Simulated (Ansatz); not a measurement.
# La3N2: the cost of one run

Computed with Ansatz 0.2.0 (DFT PBE, scalar-relativistic, plane waves, PAW, unless a step's input says otherwise).

**1. The system as given**

The structure is orthorhombic, space group Cmmm (No. 65). Conventional cell: a = 5.563 Å, b = 8.267 Å, c = 4.983 Å, α = 90.00°, β = 90.00°, γ = 90.00°. La (site symmetry m2m) has 3 La at 2.96 to 3.13 Å and 4 N at 3.04 Å as nearest neighbours. Around La (site symmetry mmm) lie 2 N at 2.01 Å. N (site symmetry 2mm) is surrounded by 1 N at 1.55 Å and 1 La at 2.01 Å.

As a file:

```
La N
1.0
     2.78152   -4.13335    0.00000
     2.78152    4.13335    0.00000
     0.00000    0.00000    4.98288
La N
3 2
Direct
  0.31064 0.68936 0.50000
  0.68936 0.31064 0.50000
  0.00000 0.00000 0.00000
  0.36065 0.36065 0.00000
  0.63935 0.63935 0.00000
```

The cell is invented: random cell by space group and Wyckoff sites (Cmmm, No. 65). The dimensions are guesses.

**2. A first look at the guess**

input.yaml

```yaml
crystal:
  lattice:
    - [2.78151941, -4.13335071, 0.0]
    - [2.78151941, 4.13335071, 0.0]
    - [0.0, 0.0, 4.98287619]
  atoms:
    - { symbol: La, position: [0.31064439, 0.68935561, 0.5] }
    - { symbol: La, position: [0.68935561, 0.31064439, 0.5] }
    - { symbol: La, position: [0.0, 0.0, 0.0] }
    - { symbol: "N", position: [0.36064697, 0.36064697, 0.0] }
    - { symbol: "N", position: [0.63935303, 0.63935303, 0.0] }
basis:
  ecutwfc: 420
kpoints:
  mp_grid: { grid: [4, 4, 4] }
hamiltonian:
  xc: pbe
scf:
  occupations: { method: gaussian, width: 0.1 }
  lower_state_search: "off"
output:
  forces: true
  stress: true
  eigenvalues: true
```

Started as:

```console
$ ansatz run input.yaml --threads 1 --pin off --max-ram 2560MiB --backend cpu --events-out ev --progress --plain --runs-dir out
```

**Question.** How long does this run take on 1 thread of Intel Xeon 6975P-C (Granite Rapids), shared host, and how much memory does it need?

About 2.8 s, with a peak of 0.41 GiB.
